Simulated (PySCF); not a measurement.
# C4H10BBr: geometry, NMR shifts

Aim: predict the NMR shifts of C4H10BBr (`CC(C)(C)BBr`).

Programs: PySCF 2.14.0, with density-fitted response routines of our own. Each step states its level of theory. These are calculated values for one molecule in the gas phase, unless marked as measured. Atoms count from 0, in the outputs and in this text.

### 1 The molecule as given

16 atoms, charge 0, multiplicity 1; geometry from: GFN2-xTB.

Bonds of the start (Å): C0–C1 1.54, C1–C2 1.54, C1–C3 1.54, C1–B4 1.59, B4–Br5 1.86, C0–H6 1.09, C0–H7 1.09, C0–H8 1.09, C2–H9 1.09, C2–H10 1.09, C2–H11 1.09, C3–H12 1.09, C3–H13 1.09, C3–H14 1.09, B4–H15 1.17.

### 2 Relaxing the molecule at PBE0-D3(BJ)/def2-SVP

The job: settings as JSON, then the geometry in Å.

```
{"job": {"xc": "PBE0", "basis": "def2-SVP", "d3": "d3bj", "grid": 1, "kind": "geom"}, "charge": 0, "multiplicity": 1}
C     -1.016879     0.636981    -0.881718
C      0.011136     0.035021     0.097593
C      1.187370    -0.513241    -0.735756
C     -0.649891    -1.138329     0.836004
B      0.528593     1.155258     1.104098
Br     1.365167     2.684407     0.455309
H     -1.876097     1.036551    -0.345047
H     -1.370084    -0.132906    -1.565515
H     -0.575963     1.439697    -1.469848
H      1.655390     0.275966    -1.321329
H      0.828992    -1.279877    -1.420624
H      1.944619    -0.958393    -0.091962
H     -1.502682    -0.795444     1.418329
H      0.055971    -1.611597     1.515461
H     -0.998249    -1.887714     0.127276
H      0.405009     1.062566     2.266318
```

The log of the run:

```text
step   0  E = -2756.51986493  max force = 0.022462
step   1  E = -2756.52316247  max force = 0.002328
step   2  E = -2756.52317548  max force = 0.001166
step   3  E = -2756.52321121  max force = 0.000592
step   4  E = -2756.52321423  max force = 0.000117
optimisation converged
```

Run time: 55 s. Hardware: 1 thread, shared host.

Along the way:

```
step  energy from step 0 (eV)  largest force component (eV/Å)
   0                   0.0000                          1.1550
   1                  -0.0897                          0.1197
   2                  -0.0901                          0.0600
   3                  -0.0911                          0.0304
   4                  -0.0911                          0.0060
```

Distances of close pairs at the start and the end, largest changes first:

```
  bond  before (Å)  after (Å)  change (Å)
B4–Br5       1.860      1.914      +0.054
B4–H15       1.172      1.207      +0.034
 C1–B4       1.592      1.576      -0.016
 C0–H7       1.089      1.103      +0.015
C2–H10       1.089      1.103      +0.015
C3–H14       1.089      1.103      +0.015
C3–H13       1.088      1.101      +0.013
C3–H12       1.088      1.101      +0.013
```

The next job starts from the end point, and lists it.

```
                         at the end point                value
  point group (found at 0.08 Å tolerance)                   Cs
rotational constants (GHz, main isotopes)  4.514, 1.097, 1.094
                        dipole moment (D)                 1.19
```

### 3 NMR shieldings: PBE0/aug-cc-pVDZ

The job: settings as JSON, then the geometry in Å.

```
{"job": {"kind": "nmr", "xc": "PBE0", "basis": "aug-cc-pVDZ", "pop": true}, "charge": 0, "multiplicity": 1}
C     -0.313436     1.856648     0.588122
C      0.721017     1.237323     1.542451
C      1.907909     0.702151     0.724136
C      0.077237     0.089791     2.328241
B      1.234449     2.345739     2.538350
Br     2.087149     3.935734     1.898685
H     -1.183440     2.260741     1.130292
H     -0.686637     1.087163    -0.109020
H      0.123040     2.672900    -0.006701
H      2.383599     1.498062     0.131829
H      1.559368    -0.079905     0.028143
H      2.680445     0.250737     1.367283
H     -0.780310     0.438558     2.924894
H      0.794408    -0.378690     3.020491
H     -0.288638    -0.695380     1.645092
H      1.129994     2.278005     3.738849
```

Method: GIAO PBE0/aug-cc-pVDZ NMR shielding, non-relativistic, gas phase.

The log of the run:

```text
coarse grid: 57952 points
cycle   1  E = -2756.9047741691  dE = -6.734e-01  |g| = 3.686e-01  |ddm| = 1.147e+01
cycle   2  E = -2756.8934989438  dE =  1.128e-02  |g| = 4.301e-01  |ddm| = 2.205e+00
cycle   3  E = -2756.9433945078  dE = -4.990e-02  |g| = 4.011e-02  |ddm| = 1.124e+00
cycle   4  E = -2756.9437314629  dE = -3.370e-04  |g| = 2.034e-02  |ddm| = 1.462e-01
cycle   5  E = -2756.9438313221  dE = -9.986e-05  |g| = 4.699e-03  |ddm| = 5.182e-02
cycle   6  E = -2756.9438372440  dE = -5.922e-06  |g| = 1.291e-03  |ddm| = 2.033e-02
final grid: 122840 points
cycle   7  E = -2756.9438190575  dE =  9.804e-08  |g| = 1.622e-03  |ddm| = 4.063e-02
cycle   8  E = -2756.9438182697  dE =  7.878e-07  |g| = 2.257e-03  |ddm| = 1.404e-02
cycle   9  E = -2756.9438199048  dE = -1.635e-06  |g| = 1.397e-04  |ddm| = 7.949e-03
cycle  10  E = -2756.9438199097  dE = -4.881e-09  |g| = 2.099e-05  |ddm| = 3.732e-04
cycle  11  E = -2756.9438199098  dE = -1.010e-10  |g| = 7.361e-06  |ddm| = 8.540e-05
converged SCF energy = -2756.9438199098

GIAO shielding tensors (ppm)
atom      isotropic    diamagn.    paramagn.     s11        s22        s33       span
  0 C      168.825     208.699     -39.873    147.758    166.538    192.181     44.423
  1 C      163.951     182.244     -18.293    145.672    166.444    179.738     34.066
  2 C      168.879     206.967     -38.088    147.823    166.457    192.358     44.535
  3 C      166.225     210.051     -43.826    148.019    158.614    192.043     44.024
  4 B       25.244     218.909    -193.665    -36.090     10.142    101.679    137.768
  5 Br    2166.769    3126.904    -960.134   1436.883   2245.748   2817.676   1380.793
  6 H       30.472      27.242       3.230     27.124     27.544     36.749      9.625
  7 H       30.625      24.716       5.910     27.307     28.430     36.139      8.832
  8 H       29.957      28.520       1.437     24.975     30.410     34.486      9.511
  9 H       29.974      28.717       1.257     24.995     30.400     34.525      9.530
 10 H       30.619      24.928       5.691     27.314     28.415     36.127      8.813
 11 H       30.470      27.144       3.326     27.120     27.528     36.761      9.641
 12 H       29.940      27.165       2.775     26.441     27.291     36.088      9.647
 13 H       29.937      26.876       3.061     26.441     27.287     36.083      9.642
 14 H       30.541      26.915       3.627     26.875     28.838     35.911      9.036
 15 H       23.395      18.682       4.712     20.448     22.381     27.355      6.907
```

It took 46 s on 1 thread, shared host.

Shifts follow as δ = σ(reference) − σ, with reference shieldings (ppm) from runs at the same level and on the same kind of geometry: 1H TMS 31.39, 13C TMS 195.1, 11B BF3·OEt2 110.2, 79Br HBr 2644. The references are single molecules in the gas phase. Atoms listed in one row are averaged.

```
                         atoms                               environment  σ (ppm)  δ (ppm)
                            C1  fully substituted sp3 carbon bonded to B    164.0     31.2
                    C0, C2, C3                             methyl carbon    168.0     27.1
                           H15       hydrogen on a boron bonded to C, Br    23.39     8.00
H6, H7, H8, H9, H10 and 4 more               hydrogen on a methyl carbon    30.28     1.11
                            B4                  boron bonded to C, Br, H     25.2     84.9
                           Br5                       bromine bonded to B     2167      477
```

The run also stored atomic charges by several schemes (e):

```
     atoms    IAO  Hirshfeld  ESP fit
C0, C2, C3  -0.41      -0.12    -0.59
        C1  -0.08      -0.06     0.79
        B4   0.08       0.16    -0.03
       Br5  -0.03      -0.03    -0.11
```

Mulliken charges and Mayer bond orders break down with diffuse functions, so they are left out here.

With diffuse functions Mulliken charges and Mayer bond orders lose their meaning; the other schemes are steadier.

### 4 Nuclear shieldings: PBE0/pcSseg-0

The job, as its differences from that of step 3:

```diff
@@ -1,2 +1,2 @@
-{"job": {"kind": "nmr", "xc": "PBE0", "basis": "aug-cc-pVDZ", "pop": true}, "charge": 0, "multiplicity": 1}
+{"job": {"kind": "nmr", "xc": "PBE0", "basis": "pcSseg-0", "pop": true}, "charge": 0, "multiplicity": 1}
 C     -0.313436     1.856648     0.588122
```

Level: GIAO PBE0/pcSseg-0 NMR shielding, non-relativistic, gas phase.

The log of the run:

```text
coarse grid: 57952 points
cycle   1  E = -2753.6497147075  dE = -1.426e+00  |g| = 3.259e-01  |ddm| = 3.721e+00
cycle   2  E = -2753.6486746138  dE =  1.040e-03  |g| = 3.136e-01  |ddm| = 7.669e-01
cycle   3  E = -2753.6751059939  dE = -2.643e-02  |g| = 3.342e-02  |ddm| = 4.117e-01
cycle   4  E = -2753.6753819556  dE = -2.760e-04  |g| = 4.668e-03  |ddm| = 4.589e-02
cycle   5  E = -2753.6753865332  dE = -4.578e-06  |g| = 2.687e-03  |ddm| = 9.613e-03
final grid: 122840 points
cycle   6  E = -2753.6753653780  dE =  4.776e-07  |g| = 3.074e-03  |ddm| = 7.009e-03
cycle   7  E = -2753.6753644082  dE =  9.698e-07  |g| = 3.633e-03  |ddm| = 8.164e-03
cycle   8  E = -2753.6753677221  dE = -3.314e-06  |g| = 1.457e-04  |ddm| = 4.663e-03
cycle   9  E = -2753.6753677288  dE = -6.662e-09  |g| = 1.865e-05  |ddm| = 2.596e-04
cycle  10  E = -2753.6753677289  dE = -9.186e-11  |g| = 2.688e-06  |ddm| = 3.995e-05
converged SCF energy = -2753.6753677289

GIAO shielding tensors (ppm)
atom      isotropic    diamagn.    paramagn.     s11        s22        s33       span
  0 C      163.057     247.045     -83.988    140.149    160.259    188.762     48.613
  1 C      164.776     237.602     -72.826    145.149    167.489    181.690     36.541
  2 C      163.106     246.742     -83.636    140.215    160.180    188.922     48.708
  3 C      161.233     246.731     -85.499    142.260    152.219    189.220     46.960
  4 B        8.492     196.533    -188.041    -55.393    -12.696     93.564    148.957
  5 Br    2058.821    3118.601   -1059.780   1169.963   2023.708   2982.793   1812.830
  6 H       31.840      31.690       0.150     28.285     28.664     38.570     10.284
  7 H       31.860      27.076       4.784     28.142     29.645     37.793      9.652
  8 H       31.286      31.732      -0.446     25.872     31.536     36.450     10.579
  9 H       31.303      31.538      -0.235     25.899     31.519     36.492     10.593
 10 H       31.854      26.895       4.959     28.152     29.629     37.782      9.630
 11 H       31.837      31.818       0.019     28.268     28.663     38.581     10.313
 12 H       31.347      31.944      -0.597     27.363     28.663     38.015     10.651
 13 H       31.344      32.326      -0.983     27.362     28.660     38.010     10.648
 14 H       31.859      26.855       5.004     27.995     29.929     37.654      9.659
 15 H       24.259      29.703      -5.444     21.849     23.797     27.130      5.281
```

Wall time 11 s (1 thread, shared host).

In short: δ C0 31.1, C1 28.7, B4 96.4, Br5 500, H15 8.57, H6 1.22 ppm (means over like atoms).

### 5 Side by side: NMR shifts

Shifts (ppm), means over like atoms, with basis size and wall time:

```
             run    C1    C0   H15    H6    B4  Br5  functions  time
PBE0/aug-cc-pVDZ  31.2  27.1  8.00  1.11  84.9  477        241  46 s
   PBE0/pcSseg-0  28.7  31.1  8.57  1.22  96.4  500         90  11 s
```

### 6 Results

```
                                                                  quantity                 value
                                                               point group                    Cs
                                      rotational constants (main isotopes)  4.51, 1.10, 1.09 GHz
13C shifts against TMS (PBE0/aug-cc-pVDZ, means over atoms taken as alike)        31.2, 27.1 ppm
 1H shifts against TMS (PBE0/aug-cc-pVDZ, means over atoms taken as alike)        8.00, 1.11 ppm
                            11B shifts against BF3·OEt2 (PBE0/aug-cc-pVDZ)              84.9 ppm
                                79Br shifts against HBr (PBE0/aug-cc-pVDZ)               477 ppm
                                                 range of the shift of Br5        477 to 500 ppm
```

What this shows: Relaxing lowered the energy by 0.091 eV in 4 steps; the close pair that moved most is B4–Br5, from 1.860 to 1.914 Å. At PBE0/aug-cc-pVDZ: Shielding is most anisotropic at Br5 (span 1381 ppm, paramagnetic term -960 ppm). In ppm, Br5 moves most: its shift spreads over 23 ppm, from 477 (PBE0/aug-cc-pVDZ) to 500 (PBE0/pcSseg-0). Spin-orbit coupling is left out, which matters for shieldings and couplings at and beside the heavy atoms.
